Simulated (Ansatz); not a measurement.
# La2Y4O9: the cost of one run

Computed with Ansatz 0.2.0 (DFT PBEsol, scalar-relativistic, plane waves, PAW, unless a step's input says otherwise).

That is the level of the relaxation; later steps name their own.

2 further runs of the same task are left out: 2 set aside as unsound or not needed.

## (1) The starting structure

The structure is monoclinic, space group C2/m (No. 12). The conventional cell has a = 6.505 Å, b = 11.125 Å, c = 5.869 Å, α = 90.00°, β = 90.73°, γ = 90.00°. Around Y (site symmetry 1) lie 7 O at 2.20 to 2.68 Å. Around La (site symmetry m) lie 7 O at 2.30 to 2.70 Å. Around O (site symmetry 1) lie 3 Y at 2.20 to 2.29 Å and 1 La at 2.30 Å. Around O (site symmetry m) lie 2 Y at 2.22 Å and 2 La at 2.33 to 2.46 Å. O (site symmetry 2/m) has 2 La at 2.59 Å and 4 Y at 2.60 Å as nearest neighbours. O (site symmetry 2) is surrounded by 4 Y at 2.43 to 2.68 Å and 2 La at 2.70 Å.

Coordinates:

```
Y La O
1.0
     0.03246   -0.01874    5.86839
    -0.03571    6.44337   -0.02077
    -5.59798   -3.19076   -0.02077
Y La O
4 2 9
Direct
  0.74847 0.34296 0.33729
  0.74847 0.00396 0.67629
  0.25153 0.66271 0.65704
  0.25153 0.32371 0.99604
  0.76005 0.66470 0.99803
  0.23995 0.00197 0.33530
  0.35866 0.34210 0.33275
  0.35866 0.99942 0.67543
  0.34114 0.65623 0.98956
  0.64134 0.66725 0.65790
  0.64134 0.32457 0.00058
  0.65886 0.01044 0.34377
  0.00000 0.33333 0.66667
  0.00000 0.01597 0.98403
  0.00000 0.65070 0.34930
```

It is the result of an earlier relaxation at this level (volume 14.16 Å³/atom; gap on the mesh: 4.02 eV).

## (2) Band edges over the whole zone

Input file input.yaml:

```yaml
crystal:
  lattice:
    - [0.0324614553, -0.0187416299, 5.8683880333]
    - [-0.0357082433, 6.4433704654, -0.0207686923]
    - [-5.5979766307, -3.1907609869, -0.0207686922]
  atoms:
    - { symbol: "Y", position: [0.7484736804, 0.3429578898, 0.3372901581] }
    - { symbol: "Y", position: [0.7484736804, 1.0039568247, 0.6762912231] }
    - { symbol: La, position: [0.760050481, 0.6646980839, 0.9980314173] }
    - { symbol: "Y", position: [0.2515263196, 0.6627098419, 0.6570421102] }
    - { symbol: "Y", position: [0.2515263196, 0.3237087769, -0.0039568247] }
    - { symbol: La, position: [0.239949519, 0.0019685827, 0.3353019161] }
    - { symbol: O, position: [0.358659181, 0.3421013171, 0.332751215] }
    - { symbol: O, position: [0.358659181, 0.9994178816, 0.6754346504] }
    - { symbol: O, position: [0.3411421718, 0.6562260607, 0.989559394] }
    - { symbol: O, position: [0.641340819, 0.667248785, 0.6578986829] }
    - { symbol: O, position: [0.641340819, 0.3245653496, 0.0005821184] }
    - { symbol: O, position: [0.6588578282, 0.010440606, 0.3437739393] }
    - { symbol: O, position: [0.0, 0.3333333333, 0.6666666667] }
    - { symbol: O, position: [0.0, 0.0159687295, -0.0159687295] }
    - { symbol: O, position: [0.0, 0.6506979372, 0.3493020628] }
basis:
  ecutwfc: 420
kpoints:
  mp_grid: { grid: [4, 4, 4] }
  band_path: { path: [VBM, CBM], npoints: 2 }
hamiltonian:
  xc: pbesol
scf:
  occupations: { method: gaussian, width: 0.02 }
output:
  forces: true
  stress: true
  eigenvalues: true
```

The run is started by

```console
$ ansatz run input.yaml --threads 4 --pin off --max-ram 10240MiB --backend cpu --events-out ev --progress --plain --runs-dir out
```

**Question.** How long does this run take on 4 threads of Intel Xeon at 2.70GHz, shared host, and how much memory does it need?

About 49 s, with a peak of 1 GiB.
